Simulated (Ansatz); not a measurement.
# InPtCl3: one candidate of a structure search, part 1 of 2

Where does this trial cell of InPtCl3 go when cell and atoms are let free?

Method: DFT PBE, scalar-relativistic, plane waves, PAW, in Ansatz 0.2.0.

2 further runs of the same task are left out: 1 that didn't finish, 1 set aside as unsound or not needed.

## (1) The starting structure

The structure is cubic, space group Pm-3m (No. 221). The conventional cell has a = 4.694 Å, b = 4.694 Å, c = 4.694 Å, α = 90.00°, β = 90.00°, γ = 90.00°. Around In (site symmetry m-3m) lie 12 Cl at 3.32 Å. Pt (site symmetry m-3m) is surrounded by 6 Cl at 2.35 Å. Cl (site symmetry 4/mmm) has 2 Pt at 2.35 Å and 4 In at 3.32 Å as nearest neighbours.

As a file:

```cif
data_structure
_symmetry_space_group_name_H-M 'P 1'
_symmetry_Int_Tables_number 1
_cell_length_a 4.6944
_cell_length_b 4.6944
_cell_length_c 4.6944
_cell_angle_alpha 90.000
_cell_angle_beta 90.000
_cell_angle_gamma 90.000
_cell_volume 103.46
loop_
_atom_site_label
_atom_site_type_symbol
_atom_site_fract_x
_atom_site_fract_y
_atom_site_fract_z
_atom_site_occupancy
In1 In 0.50000 0.50000 0.50000 1
Pt1 Pt 0.00000 0.00000 0.00000 1
Cl1 Cl 0.00000 0.00000 0.50000 1
Cl2 Cl 0.00000 0.50000 0.00000 1
Cl3 Cl 0.50000 0.00000 0.00000 1
```

Recipe of the guess: species swapped into a database cell of YbNiH3 (Pm-3m, No. 221), with In on the Yb sites, Pt on the Ni sites and Cl on the H sites. The dimensions are guesses.

## (2) A first look at the guess

input.yaml

```yaml
crystal:
  lattice:
    - [4.69444159, 0.0, 0.0]
    - [0.0, 4.69444159, 0.0]
    - [0.0, 0.0, 4.69444159]
  atoms:
    - { symbol: In, position: [0.5, 0.5, 0.5] }
    - { symbol: Pt, position: [0.0, 0.0, 0.0] }
    - { symbol: Cl, position: [0.0, 0.0, 0.5] }
    - { symbol: Cl, position: [0.0, 0.5, 0.0] }
    - { symbol: Cl, position: [0.5, 0.0, 0.0] }
basis:
  ecutwfc: 420
kpoints:
  mp_grid: { grid: [4, 4, 4] }
hamiltonian:
  xc: pbe
scf:
  occupations: { method: gaussian, width: 0.1 }
  lower_state_search: "off"
output:
  forces: true
  stress: true
  eigenvalues: true
```

Run with:

```bash
$ ansatz run input.yaml --threads 1 --pin off --max-ram 2048MiB --backend cpu --events-out ev --progress --plain --runs-dir out
```

The program printed (excerpt; [...] marks lines left out):

```text
Warning: RAYON_NUM_THREADS=1 ignored (pool sized by the plan → 1); use --threads N
[...]
Pseudopotentials: kind: paw
Pseudopotential: In, paw, valence charge 13, recommended cutoff 420 eV (normal), In.paw.azcp
Pseudopotential: Pt, paw, valence charge 18, recommended cutoff 420 eV (normal), Pt.paw.azcp
Pseudopotential: Cl, paw, valence charge 7, recommended cutoff 420 eV (normal), Cl.paw.azcp
Functional definition: PBE
[...]
Crystal: 5 atoms, lattice volume = 103.455 Å³
Basis set: ecut = 420 eV, 2007 PW (Γ), exchange–correlation on 64×64×64 points (8 copies of the dense FFT grid, shifted against one another)
Bands: 32, of which v1, the nominal top of the filled ones, is band 26 counted from 1 (25 counted from 0)
Symmetry: 48 space group operations
Space group: Pm-3m (ITA 221), of the structure as read, at distance tolerance 4.7e-5 Å
k-points: 10 of 64
[...]
SCF iter   1: F=—  HF=-21360.821970 eV  |F-HF|=—  |Δ(HF+E_count)|=         —  Δρ=4.64e-3  dr2=5.34e-2  ethr=1.77e-3  ⟨swp⟩=6.7  Hψ=1380  notcnv=0  defer=1
[...]
SCF iter   7: F=-21360.804962 eV  HF=-21360.804962 eV  |F-HF|=3.33e-8  |Δ(HF+E_count)|=   9.41e-7  Δρ=6.03e-6  dr2=2.82e-8  ethr=1.92e-10  ⟨swp⟩=10.3  Hψ=1575  notcnv=0
[...]
SCF converged after 7 iterations
Free energy (F): -21360.804962 eV
[...]
E sigma→0 (E₀):  -21360.789437 eV
Entropy (-TS):   -0.031050 eV (-6.210 meV/atom)
Fermi energy:    9.762245 eV
[...]
--- Forces (eV/Å), atoms counted from 1 ---
  atom   1  In     0.00000000    -0.00000000    -0.00000000
  atom   2  Pt    -0.00000000     0.00000000     0.00000000
  atom   3  Cl     0.00000000     0.00000000     0.00000000
  atom   4  Cl     0.00000000    -0.00000000     0.00000000
  atom   5  Cl     0.00000000    -0.00000000     0.00000000
[...]
--- Stress (GPa, compression-positive) ---
       13.418718       0.000000       0.000000
        0.000000      13.418718       0.000000
       -0.000000       0.000000      13.418718
  P = ⅓ Tr σ = 13.4187 GPa (134.187 kbar)
--- Band table (eV; the first three rows and the last of 10) ---
[...]
```

It took 2.7 s on 1 thread of Arm Neoverse V1, shared host; peak memory 0.35 GiB.

Read-out: pressure 13.4 GPa, largest force 0.00 eV/Å, gap on this mesh none (metal). A guess like this is first relaxed loosely on the coarse mesh.

## (3) Coarse relaxation

input.yaml: that of step 2 with these lines changed.

```diff
@@ -24 +24,6 @@
   eigenvalues: true
+relax:
+  adjacent_minimum: "off"
+  f_tol: 0.04
+  max_steps: 70
+  cell: { stress_tol: 0.4 }
```

Run with:

```bash
$ ansatz run input.yaml --threads 1 --pin off --max-ram 2048MiB --backend cpu --events-out ev --progress --plain --runs-dir out
```

The program printed:

```text
Warning: RAYON_NUM_THREADS=1 ignored (pool sized by the plan → 1); use --threads N
Engine: ansatz 0.2.0, aarch64-unknown-linux-gnu
[... 5 set-up lines as earlier in the session ...]
  parameter kappa = 0.804
  parameter beta = 0.06672455060314922
  exchange = pbe_x(kappa = kappa, mu = beta*pi^2/3)
  correlation = pbe_c(beta = beta)
Crystal: 5 atoms, lattice volume = 103.455 Å³
Basis set: ecut = 420 eV, 2007 PW (Γ), exchange–correlation on 64×64×64 points (8 copies of the dense FFT grid, shifted against one another)
Bands: 32, of which v1, the nominal top of the filled ones, is band 26 counted from 1 (25 counted from 0)
[... 2 set-up lines as earlier in the session ...]
k-points: 10 of 64
Non-local potential: In, projectors of the file, l = 0: 2, l = 1: 2, l = 2: 2, l = 3: 2
Non-local potential: Pt, projectors of the file, l = 0: 3, l = 1: 2, l = 2: 2, l = 3: 1
Non-local potential: Cl, projectors of the file, l = 0: 2, l = 1: 2, l = 2: 2
PAW form: soft (Blöchl's): semilocal exchange-correlation on the pseudo side does not see the compensation charge
PAW one-centre angular grid: In, 590 points (default); XC on 64 Gauss nodes
PAW one-centre angular grid: Pt, 590 points (default); XC on 64 Gauss nodes
PAW one-centre angular grid: Cl, 110 points (default); XC on 64 Gauss nodes
Initial density: superposition of atomic densities (neutral atoms: chi_scale 0, normalization atom), corrected by the library's trained network
Initial wavefunctions: pseudopotential atomic-orbital guess
Functional: x = pbe(κ = 0.804, μ = 0.2195149727645171), c = pbe(β = 0.06672455060314922)
SCF iter   1: F=—  HF=-21360.821970 eV  |F-HF|=—  |Δ(HF+E_count)|=         —  Δρ=4.64e-3  dr2=5.34e-2  ethr=1.77e-3  ⟨swp⟩=6.7  Hψ=1380  notcnv=0  defer=1
preconditioner: auto → Kerker (q_TF=auto, 2.433 Å⁻¹)  [metal: Δε(μ)=0.057 eV  Ē_g=12.126 eV  σ=0.100 eV  W_gap=0.31  n_scr=26 (ndim 8)  ℏωp=24.2 eV  f_vac=0.008  D(μ)=6.27/eV (n_scr^D=80)]
SCF iter   2: F=—  HF=-21360.810864 eV  |F-HF|=—  |Δ(HF+E_count)|=   1.11e-2  Δρ=2.17e-3  dr2=1.48e-2  ethr=1.03e-4  ⟨swp⟩=1.9  Hψ=449  notcnv=0  defer=2
SCF iter   3: F=—  HF=-21360.806695 eV  |F-HF|=—  |Δ(HF+E_count)|=   4.17e-3  Δρ=1.03e-3  dr2=3.78e-3  ethr=2.85e-5  ⟨swp⟩=2.1  Hψ=394  notcnv=0  defer=2
SCF iter   4: F=—  HF=-21360.805078 eV  |F-HF|=—  |Δ(HF+E_count)|=   1.62e-3  Δρ=3.52e-4  dr2=3.01e-4  ethr=7.28e-6  ⟨swp⟩=2.1  Hψ=482  notcnv=0  defer=2
SCF iter   5: F=—  HF=-21360.805003 eV  |F-HF|=—  |Δ(HF+E_count)|=   7.56e-5  Δρ=9.87e-5  dr2=1.08e-5  ethr=5.80e-7  ⟨swp⟩=2.3  Hψ=463  notcnv=0  defer=2
SCF iter   6: F=—  HF=-21360.804961 eV  |F-HF|=—  |Δ(HF+E_count)|=   4.14e-5  Δρ=2.83e-5  dr2=7.85e-7  ethr=2.09e-8  ⟨swp⟩=2.0  Hψ=492  notcnv=0  defer=2
SCF iter   7: F=-21360.804962 eV  HF=-21360.804962 eV  |F-HF|=3.33e-8  |Δ(HF+E_count)|=   9.41e-7  Δρ=6.03e-6  dr2=2.82e-8  ethr=1.92e-10  ⟨swp⟩=10.3  Hψ=1575  notcnv=0
SCF 1 converged in 7 iterations: F = -21360.804962 eV  dr2 = 2.82e-8
relax step   1: F+E_penalty+E_count = -21360.80496241 eV  Δ(F+E_penalty+E_count) = +0.000e0 eV  max|allowed force component| = 1.843e-29 eV/Å  Δτ_max = 0.0000 Å  P = +13.419 GPa  Ω = 103.455 Å³  (7 SCF iters, dr2 threshold 1.00e-7 eV, accepted)
Crystal: 5 atoms, lattice volume = 119.520 Å³
Basis set: ecut = 420 eV, 2325 PW (Γ), exchange–correlation on 64×64×64 points (8 copies of the dense FFT grid, shifted against one another)
Initial density: handed on by an earlier stage of this run
Initial wavefunctions: those handed on with the density
iter 1 solved again at ethr=1.12e-4 eV; its pass at ethr=3.10e-3 eV (dr2=5.81e-2 eV) is discarded
SCF iter   1: F=—  HF=-21361.518388 eV  |F-HF|=—  |Δ(HF+E_count)|=         —  Δρ=4.43e-3  dr2=5.87e-2  ethr=1.12e-4  ⟨swp⟩=1.2  Hψ=1810  notcnv=0
preconditioner: auto → LDOS  [metal: Δε(μ)=0.051 eV  Ē_g=11.390 eV  σ=0.100 eV  W_gap=0.28  n_scr=26 (ndim 8)  ℏωp=22.5 eV  f_vac=0.026  D(μ)=6.29/eV (n_scr^D=56)  β→1.0]
SCF iter   2: F=—  HF=-21361.507997 eV  |F-HF|=—  |Δ(HF+E_count)|=   1.04e-2  Δρ=4.12e-3  dr2=3.16e-2  ethr=1.12e-4  ⟨swp⟩=3.0  Hψ=603  notcnv=0
SCF iter   3: F=—  HF=-21361.494700 eV  |F-HF|=—  |Δ(HF+E_count)|=   1.33e-2  Δρ=1.51e-3  dr2=3.35e-3  ethr=6.08e-5  ⟨swp⟩=2.0  Hψ=634  notcnv=0  defer=6
SCF iter   4: F=—  HF=-21361.494306 eV  |F-HF|=—  |Δ(HF+E_count)|=   3.94e-4  Δρ=1.04e-3  dr2=1.87e-3  ethr=6.44e-6  ⟨swp⟩=2.0  Hψ=426  notcnv=0  defer=6
SCF iter   5: F=—  HF=-21361.494102 eV  |F-HF|=—  |Δ(HF+E_count)|=   2.05e-4  Δρ=7.16e-4  dr2=8.92e-4  ethr=3.59e-6  ⟨swp⟩=1.0  Hψ=307  notcnv=0  defer=6
SCF iter   6: F=—  HF=-21361.493926 eV  |F-HF|=—  |Δ(HF+E_count)|=   1.76e-4  Δρ=2.07e-4  dr2=6.08e-5  ethr=1.71e-6  ⟨swp⟩=2.0  Hψ=446  notcnv=0  defer=6
SCF iter   7: F=—  HF=-21361.493992 eV  |F-HF|=—  |Δ(HF+E_count)|=   6.61e-5  Δρ=2.93e-5  dr2=5.51e-7  ethr=1.17e-7  ⟨swp⟩=2.5  Hψ=500  notcnv=0  defer=6
SCF iter   8: F=-21361.493992 eV  HF=-21361.493992 eV  |F-HF|=5.44e-9  |Δ(HF+E_count)|=   3.75e-7  Δρ=6.04e-6  dr2=4.22e-8  ethr=9.62e-10  ⟨swp⟩=8.6  Hψ=1321  notcnv=0
SCF 2 converged in 8 iterations: F = -21361.493992 eV  dr2 = 4.22e-8
relax step   2: F+E_penalty+E_count = -21361.49399218 eV  Δ(F+E_penalty+E_count) = -6.890e-1 eV  max|allowed force component| = 8.362e-30 eV/Å  Δτ_max = 0.0000 Å  P = +1.853 GPa  Ω = 119.520 Å³  energy of the carried Pulay correction = -2.437e-3 eV  (8 SCF iters, dr2 threshold 5.00e-7 eV, accepted)
Crystal: 5 atoms, lattice volume = 122.565 Å³
Basis set: ecut = 420 eV, 2373 PW (Γ), exchange–correlation on 64×64×64 points (8 copies of the dense FFT grid, shifted against one another)
iter 1 solved again at ethr=3.22e-6 eV; its pass at ethr=3.10e-3 eV (dr2=1.67e-3 eV) is discarded
SCF iter   1: F=—  HF=-21361.516202 eV  |F-HF|=—  |Δ(HF+E_count)|=         —  Δρ=7.29e-4  dr2=1.62e-3  ethr=3.22e-6  ⟨swp⟩=2.2  Hψ=1762  notcnv=0
preconditioner: auto → LDOS  [metal: Δε(μ)=0.049 eV  Ē_g=11.299 eV  σ=0.100 eV  W_gap=0.27  n_scr=26 (ndim 8)  ℏωp=22.2 eV  f_vac=0.025  D(μ)=6.34/eV (n_scr^D=56)  β→1.0]
SCF iter   2: F=—  HF=-21361.515912 eV  |F-HF|=—  |Δ(HF+E_count)|=   2.90e-4  Δρ=6.81e-4  dr2=9.02e-4  ethr=3.12e-6  ⟨swp⟩=2.0  Hψ=503  notcnv=0
SCF iter   3: F=—  HF=-21361.515499 eV  |F-HF|=—  |Δ(HF+E_count)|=   4.13e-4  Δρ=1.64e-4  dr2=3.34e-5  ethr=1.73e-6  ⟨swp⟩=2.0  Hψ=488  notcnv=0
SCF iter   4: F=—  HF=-21361.515572 eV  |F-HF|=—  |Δ(HF+E_count)|=   7.29e-5  Δρ=8.92e-5  dr2=1.33e-5  ethr=6.43e-8  ⟨swp⟩=2.0  Hψ=467  notcnv=0
SCF iter   5: F=—  HF=-21361.515571 eV  |F-HF|=—  |Δ(HF+E_count)|=   8.04e-7  Δρ=6.53e-5  dr2=7.72e-6  ethr=2.55e-8  ⟨swp⟩=1.0  Hψ=320  notcnv=0
SCF iter   6: F=—  HF=-21361.515569 eV  |F-HF|=—  |Δ(HF+E_count)|=   1.36e-6  Δρ=2.98e-5  dr2=1.44e-6  ethr=1.48e-8  ⟨swp⟩=2.5  Hψ=439  notcnv=0
SCF iter   7: F=-21361.515569 eV  HF=-21361.515569 eV  |F-HF|=3.37e-9  |Δ(HF+E_count)|=   3.02e-7  Δρ=4.13e-6  dr2=1.35e-8  ethr=9.62e-10  ⟨swp⟩=4.9  Hψ=1207  notcnv=0
SCF 3 converged in 7 iterations: F = -21361.515569 eV  dr2 = 1.35e-8
relax step   3: F+E_penalty+E_count = -21361.51556908 eV  Δ(F+E_penalty+E_count) = -2.158e-2 eV  max|allowed force component| = 4.339e-29 eV/Å  Δτ_max = 0.0000 Å  P = +0.494 GPa  Ω = 122.565 Å³  energy of the carried Pulay correction = -2.860e-3 eV  (7 SCF iters, dr2 threshold 5.00e-7 eV, accepted)
Crystal: 5 atoms, lattice volume = 123.826 Å³
Basis set: ecut = 420 eV, 2469 PW (Γ), exchange–correlation on 64×64×64 points (8 copies of the dense FFT grid, shifted against one another)
iter 1 solved again at ethr=7.54e-7 eV; its pass at ethr=3.10e-3 eV (dr2=3.92e-4 eV) is discarded
SCF iter   1: F=—  HF=-21361.517289 eV  |F-HF|=—  |Δ(HF+E_count)|=         —  Δρ=2.96e-4  dr2=2.68e-4  ethr=7.54e-7  ⟨swp⟩=2.0  Hψ=1535  notcnv=0
preconditioner: auto → LDOS  [metal: Δε(μ)=0.048 eV  Ē_g=11.256 eV  σ=0.100 eV  W_gap=0.26  n_scr=26 (ndim 8)  ℏωp=22.1 eV  f_vac=0.025  D(μ)=6.36/eV (n_scr^D=56)  β→1.0]
SCF iter   2: F=—  HF=-21361.517331 eV  |F-HF|=—  |Δ(HF+E_count)|=   4.21e-5  Δρ=2.77e-4  dr2=1.51e-4  ethr=5.15e-7  ⟨swp⟩=2.0  Hψ=503  notcnv=0
SCF iter   3: F=—  HF=-21361.517261 eV  |F-HF|=—  |Δ(HF+E_count)|=   6.97e-5  Δρ=6.01e-5  dr2=4.31e-6  ethr=2.91e-7  ⟨swp⟩=2.0  Hψ=488  notcnv=0
SCF iter   4: F=—  HF=-21361.517260 eV  |F-HF|=—  |Δ(HF+E_count)|=   8.94e-7  Δρ=3.03e-5  dr2=1.48e-6  ethr=8.29e-9  ⟨swp⟩=2.0  Hψ=476  notcnv=0
SCF iter   5: F=—  HF=-21361.517260 eV  |F-HF|=—  |Δ(HF+E_count)|=   6.66e-8  Δρ=2.21e-5  dr2=8.99e-7  ethr=2.85e-9  ⟨swp⟩=1.0  Hψ=320  notcnv=0
SCF iter   6: F=-21361.517260 eV  HF=-21361.517260 eV  |F-HF|=1.80e-7  |Δ(HF+E_count)|=   1.46e-7  Δρ=1.11e-5  dr2=2.11e-7  ethr=9.62e-10  ⟨swp⟩=2.9  Hψ=1074  notcnv=0
SCF 4 converged in 6 iterations: F = -21361.517260 eV  dr2 = 2.11e-7
relax step   4: F+E_penalty+E_count = -21361.51725968 eV  Δ(F+E_penalty+E_count) = -1.691e-3 eV  max|allowed force component| = 2.147e-29 eV/Å  Δτ_max = 0.0000 Å  P = -0.015 GPa  Ω = 123.826 Å³  energy of the carried Pulay correction = -3.032e-3 eV  (6 SCF iters, dr2 threshold 5.00e-7 eV, accepted)
Basis set: ecut = 420 eV, 2469 PW (Γ), exchange–correlation on 72×72×72 points (8 copies of the dense FFT grid, shifted against one another)
Initial wavefunctions: pseudopotential atomic-orbital guess (no wavefunctions were taken with the density)
iter 1 solved again at ethr=2.02e-7 eV; its pass at ethr=3.10e-3 eV (dr2=1.05e-4 eV) is discarded
SCF iter   1: F=—  HF=-21361.519510 eV  |F-HF|=—  |Δ(HF+E_count)|=         —  Δρ=2.85e-4  dr2=9.12e-6  ethr=2.02e-7  ⟨swp⟩=3.0  Hψ=2131  notcnv=0
preconditioner: auto → LDOS  [metal: Δε(μ)=0.048 eV  Ē_g=11.258 eV  σ=0.100 eV  W_gap=0.26  n_scr=26 (ndim 8)  ℏωp=22.1 eV  f_vac=0.022  D(μ)=6.36/eV (n_scr^D=56)  β→1.0]
SCF iter   2: F=—  HF=-21361.520407 eV  |F-HF|=—  |Δ(HF+E_count)|=   8.97e-4  Δρ=5.55e-5  dr2=2.95e-6  ethr=1.75e-8  ⟨swp⟩=2.0  Hψ=555  notcnv=0
SCF iter   3: F=—  HF=-21361.520412 eV  |F-HF|=—  |Δ(HF+E_count)|=   4.71e-6  Δρ=2.55e-5  dr2=8.46e-7  ethr=5.67e-9  ⟨swp⟩=2.0  Hψ=485  notcnv=0
SCF iter   4: F=—  HF=-21361.520412 eV  |F-HF|=—  |Δ(HF+E_count)|=   2.17e-7  Δρ=1.38e-5  dr2=3.31e-7  ethr=1.63e-9  ⟨swp⟩=2.2  Hψ=465  notcnv=0
SCF iter   5: F=—  HF=-21361.520412 eV  |F-HF|=—  |Δ(HF+E_count)|=   1.95e-8  Δρ=8.71e-6  dr2=1.40e-7  ethr=6.36e-10  ⟨swp⟩=1.0  Hψ=320  notcnv=0
SCF iter   6: F=—  HF=-21361.520412 eV  |F-HF|=—  |Δ(HF+E_count)|=   2.14e-8  Δρ=1.90e-6  dr2=4.75e-9  ethr=2.69e-10  ⟨swp⟩=2.1  Hψ=427  notcnv=0
SCF iter   7: F=-21361.520412 eV  HF=-21361.520412 eV  |F-HF|=1.27e-10  |Δ(HF+E_count)|=   1.26e-9  Δρ=2.82e-7  dr2=6.12e-11  ethr=6.15e-12  ⟨swp⟩=4.0  Hψ=1024  notcnv=0
SCF 5 converged in 7 iterations: F = -21361.520412 eV  dr2 = 6.12e-11
relax step   5: F+E_penalty+E_count = -21361.52041187 eV  Δ(F+E_penalty+E_count) = -3.152e-3 eV  max|allowed force component| = 1.157e-29 eV/Å  Δτ_max = 0.0000 Å  P = +0.007 GPa  Ω = 123.826 Å³  stress off target by 6.60e-3 GPa  SCF on the basis re-selected at this cell (its energy is not comparable with the rows above)  (7 SCF iters)
basis re-selected at this cell: Δ(F+E_penalty+E_count) = -3.152e-3 eV, ΔP = +0.022 GPa vs the last step (what re-selecting the basis moved, of the pressure what is left beyond the Pulay correction that the steps carried, after the strain that the cell walked since its last selection, with what the two solves' SCF thresholds leave and, on support functions, any second-order correction that the steps lacked; it is no measure of the basis error at this ecutwfc). The dense FFT grid was sized anew with the basis: this SCF ran on 36×36×36 points, the steps before it on 32×32×32, so part of this shift can come from that change (see relax.cell in the input reference). This SCF's stress stands 6.60e-3 GPa from its target on what of the cell is left free (relax.cell.stress_tol is 4.00e-1 GPa) and its largest allowed force component is 1.16e-29 eV/Å (relax.f_tol is 4.00e-2 eV/Å): within both
SCF converged after 7 iterations
Free energy (F): -21361.520412 eV
Harris-Foulkes:  -21361.520412 eV  (|F-HF|=1.27e-10)
Internal energy: -21361.488610 eV  (E = F + TS)
E sigma→0 (E₀):  -21361.504511 eV
Entropy (-TS):   -0.031802 eV (-6.360 meV/atom)
Fermi energy:    6.844269 eV
--- Per-component energies (eV) ---
  E_band       = -487.740456
  E_kinetic    = 1356.579416
  E_local      = -4874.705926  (includes V_loc(G=0)·N_el)
  E_nonlocal   = 653.714083
  E_hartree    = 1856.647866
  E_xc         = -796.669293
  E_vxc        = -765.012966  (∫ρ·V_xc dr)
  E_paw        = -15580.312091  (= ΣΔE_a)
  E_vpaw       = -571.611204  (= ΣTr[D̂ρ^β])
  E_aug_tail   = 0.000507  (compensation charges beyond the density's cutoff)
  E_ewald      = -3976.743172
  E_smearing   = -0.031802  (= −TS)
  E_closure    = 0.000000  (closes the sum)
  Σ components = -21361.520412   (vs F -21361.520412, Δ=0.00e0)
--- Forces (eV/Å), atoms counted from 1 ---
  atom   1  In    -0.00000000     0.00000000     0.00000000
  atom   2  Pt    -0.00000000     0.00000000     0.00000000
  atom   3  Cl     0.00000000    -0.00000000    -0.00000000
  atom   4  Cl     0.00000000     0.00000000    -0.00000000
  atom   5  Cl     0.00000000     0.00000000     0.00000000
  max |Σ_I F_I| component: 1.58e-29 eV/Å
--- Stress (GPa, compression-positive) ---
        0.006598       0.000000       0.000000
        0.000000       0.006598       0.000000
        0.000000       0.000000       0.006598
  P = ⅓ Tr σ = 0.0066 GPa (0.066 kbar)
--- Band table (eV; the first three rows and the last of 10) ---
  k-point 0: bands = ["-91.2972", "-45.5622", "-45.5622", "-45.5622", "-9.3525", "-8.5685", "-8.5685", "-7.2781", "-7.2781", "-7.2781", "-7.2717", "-7.2717", "1.6277", "1.6277", "1.6277", "3.2558", "3.8036", "3.8036", "3.8036", "3.9057", "3.9057", "3.9057", "4.0804", "4.0804", "4.0804", "4.7027", "4.7027", "7.7064", "11.3559", "11.3559", "11.3559", "12.6919"]
  k-point 1: bands = ["-91.2972", "-45.5623", "-45.5622", "-45.5622", "-9.2360", "-8.5937", "-8.5599", "-7.2798", "-7.2798", "-7.2786", "-7.2780", "-7.2709", "0.8244", "1.7460", "1.7460", "2.3361", "2.9920", "2.9920", "3.7110", "3.8990", "3.8990", "4.0853", "4.4610", "4.7037", "4.9883", "4.9883", "5.6688", "9.1946", "9.9109", "10.8876", "10.8876", "13.4053"]
  k-point 2: bands = ["-91.2972", "-45.5625", "-45.5622", "-45.5622", "-9.0957", "-8.6393", "-8.5513", "-7.2857", "-7.2816", "-7.2816", "-7.2778", "-7.2702", "0.2091", "1.8275", "1.9610", "1.9610", "2.4826", "2.4826", "3.6229", "3.9358", "3.9358", "4.0902", "4.7048", "5.2271", "5.4648", "5.4648", "5.8919", "8.8522", "10.5250", "10.5250", "11.5861", "14.4709"]
  k-point 9: bands = ["-91.2972", "-45.5625", "-45.5625", "-45.5625", "-8.6194", "-8.6194", "-8.6194", "-7.2750", "-7.2750", "-7.2560", "-7.2560", "-7.2560", "-0.7253", "0.6271", "0.6271", "1.4295", "1.4295", "1.4295", "3.4331", "4.5527", "4.5527", "4.5527", "5.5722", "5.5722", "5.5722", "8.9346", "8.9346", "11.0997", "11.0997", "11.0997", "12.2774", "12.2774"]
--- Relaxed structure (4 steps of the walk, 4 accepted, 1 SCFs on fresh bases) ---
  F+E_penalty+E_count = -21361.52041187 eV   max|allowed force component| = 1.157e-29 eV/Å   (the final SCF, on the basis selected at the relaxed cell)
  cell:  # Å, volume = 123.8256 Å³
    - [4.984292500921899, -1.5888922041194696e-33, 1.5407439555097887e-33]
    - [-1.0753108856162065e-33, 4.984292500921899, 5.135813185032629e-34]
    - [1.0271626370065257e-33, 5.135813185032629e-34, 4.984292500921899]
  atoms:
    - { symbol: In, position: [0.5, 0.5, 0.5] }
    - { symbol: Pt, position: [9.230794103634481e-36, -7.799166314391409e-37, -1.4102602102701497e-36] }
    - { symbol: Cl, position: [1.9487231996519925e-35, -3.5256505257064686e-37, 0.5] }
    - { symbol: Cl, position: [1.948723199651954e-35, 0.5, 8.54703157730701e-38] }
    - { symbol: Cl, position: [0.5, -1.388892631202779e-37, -1.2820547366310113e-37] }
```

Wall time 12 s (1 thread of Arm Neoverse V1, shared host); peak memory 0.39 GiB.

The steps of the relaxation:

```csv
step,E - E(step 1) (eV/cell),largest force component (eV/Å),pressure (GPa),volume (Å³)
1,0.0000,0.0000,13.42,103.46
2,-0.6890,0.0000,1.85,119.52
3,-0.7106,0.0000,0.49,122.57
4,-0.7123,0.0000,-0.01,123.83
5,-0.7155,0.0000,0.01,123.83
```

Step 1 is the start. Step 5 repeats the geometry before it on a plane-wave basis chosen anew for that cell, so its energy need not be comparable with the rows above.

|  | before | after | change |
| --- | --- | --- | --- |
| a (Å) | 4.694 | 4.984 | +6.2 % |
| b (Å) | 4.694 | 4.984 | +6.2 % |
| c (Å) | 4.694 | 4.984 | +6.2 % |
| volume (Å³/atom) | 20.69 | 24.77 | +19.7 % |
| shortest distance (Å) | 2.347 | 2.492 | +6.2 % |
| space group (0.01 Å) | Pm-3m | Pm-3m | same |

The run keeps the 48 symmetry operations of the start, so it could not have lowered the symmetry.

(Continued in part 2 of 2.)
